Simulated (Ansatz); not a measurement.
## NiMoIrPdW in Ansatz: the effect of functional

NiMoIrPdW:

```
CELL_PARAMETERS angstrom
2.34460 -1.43138 0.00906
2.34460 1.43138 0.00906
-2.20600 0.00000 10.92374
ATOMIC_POSITIONS crystal
Ni 0.49838 0.49838 0.29525
Mo 0.31773 0.31773 0.91207
Pd 0.24733 0.24733 0.49061
Ir 0.74982 0.74982 0.10802
W 0.68673 0.68673 0.69406
```

The cell was built by a generator and needn't be a form met in nature.

Alike in all runs:

| Property | Result |
| --- | --- |
| Program | Ansatz 0.2.0 |
| Task | band structure |
| Potentials or basis | Ansatz PAW |
| k mesh | 11 × 11 × 3 |
| Occupations | fermi-dirac, width 0.05 eV |
| Spin | collinear spin, ferromagnetic start |
| Starting moments | [1.0, 1.0, 0.0, 0.6, 0.0] μB |

Q: One run gave: pressure -9.1 GPa; largest force 0.06 eV/Å. Which functional did it use?
A. RPBE
B. LDA
C. r2SCAN
D. BLYP
E. PBEsol

A: E.

| functional | cutoff | pressure (GPa) | largest force (eV/Å) |
| --- | --- | --- | --- |
| RPBE | 420 eV | 4.1 | 0.12 |
| PBEsol | 420 eV | -9.1 | 0.06 |
| r2SCAN | 500 eV | -4.8 | 0.13 |
| revPBE | 420 eV | 2.9 | 0.11 |
| BLYP | 420 eV | 11.1 | 0.24 |
| LDA | 420 eV | -14.5 | 0.12 |

Caveats: the PAW data sets come from PBE, with cores solved anew for the run's functional, which leaves a small shift of forces and pressure; the potentials were made for another functional, which shifts forces and pressure (some runs); the magnetic or orbital state may not be the lowest (some runs).

Not every run made on this cell is shown here.
